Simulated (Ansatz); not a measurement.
# Br2H4N2Ti: one species, many methods

One table from this session's results is given with a row withheld; the runs are named, their logs left out.

The runs use Ansatz 0.2.0, Gaussian basis; functionals in def2-TZVPP, the program's frozen cores in correlated methods.

Plan: PBE-D4, r2SCAN-D4, PBE0-D4, B3LYP-D4, ωB97X-V, ωB97M-V, B2PLYP; CCSD(T)/def2-TZVPP; MP2/def2-QZVPP; extrapolation to the limit.

## Structure used throughout

All runs share one geometry, relaxed beforehand with PBE0-D4 in a triple-zeta def2 set.

SMILES `[NH2][Ti]([NH2])([Br])[Br]`, 9 atoms, charge 0, spin multiplicity 1.

Atoms are counted from 1 here; the program's logs count them from 0.

Bond lengths: N1–Ti2 1.853 Å, N1–H6 1.009 Å, N1–H7 1.012 Å, Ti2–N3 1.848 Å, Ti2–Br4 2.367 Å, Ti2–Br5 2.367 Å, N3–H8 1.012 Å, N3–H9 1.012 Å. Angles: Ti2–N1–H6 126.5°, Ti2–N1–H7 122.4°, H6–N1–H7 111.0°, N1–Ti2–N3 105.7°, N1–Ti2–Br4 109.2°, N1–Ti2–Br5 109.2°, N3–Ti2–Br4 110.0°, N3–Ti2–Br5 109.9°, Br4–Ti2–Br5 112.7°, Ti2–N3–H8 124.1°, Ti2–N3–H9 124.0°, H8–N3–H9 111.0°.

Set-up of the first run:

Input file in.yaml:

```yaml
crystal:
  periodic: [false, false, false]
  atoms:
    - {symbol: N, position_ang: [-1.327490, 0.330579, 0.773859]}
    - {symbol: Ti, position_ang: [0.298721, 0.496060, -0.099322]}
    - {symbol: N, position_ang: [0.779767, -1.219829, -0.588934]}
    - {symbol: Br, position_ang: [0.011413, 1.836867, -2.028755]}
    - {symbol: Br, position_ang: [1.900551, 1.385381, 1.399258]}
    - {symbol: H, position_ang: [-1.834132, -0.525456, 0.942906]}
    - {symbol: H, position_ang: [-1.825377, 1.127817, 1.149999]}
    - {symbol: H, position_ang: [0.594583, -1.622666, -1.498343]}
    - {symbol: H, position_ang: [1.401965, -1.808754, -0.050668]}
basis:
  gaussian: {orbitals: def2-TZVPP}
hamiltonian: {xc: pbe, dispersion: d4}
output: {forces: true, orbitals: {seedname: orbitals}}
```

On the command line:

```bash
> ansatz run in.yaml --threads 2 --pin off --events-out ev --progress --plain --max-ram 22528MiB --backend cuda --devices 0, --max-vram 18GiB
```

Steps of the session up to this table: PBE-D4 (GGA); r2SCAN-D4 (meta-GGA); PBE0-D4 (hybrid); B3LYP-D4 (hybrid); ωB97X-V (range-separated); ωB97M-V (range-separated); B2PLYP (double hybrid).

One of the session's tables, all rows but one given; the rest of the session is left out.

It belongs to the step «Orbital energies across the functionals». 

```
functional  HOMO (eV)  LUMO (eV)  gap (eV)
    PBE-D4          ?          ?         ?
 r2SCAN-D4      -6.75      -3.32      3.43
   PBE0-D4      -7.71      -2.44      5.27
  B3LYP-D4      -7.46      -2.69      4.77
   ωB97X-V     -10.02      -0.32      9.70
   ωB97M-V      -9.89      -0.32      9.57
```

Q: Estimate the row for PBE-D4 from the others.

**Answer.** HOMO (eV): -6.43; LUMO (eV): -3.36; gap (eV): 3.07. In the column «HOMO (eV)» it is the highest.
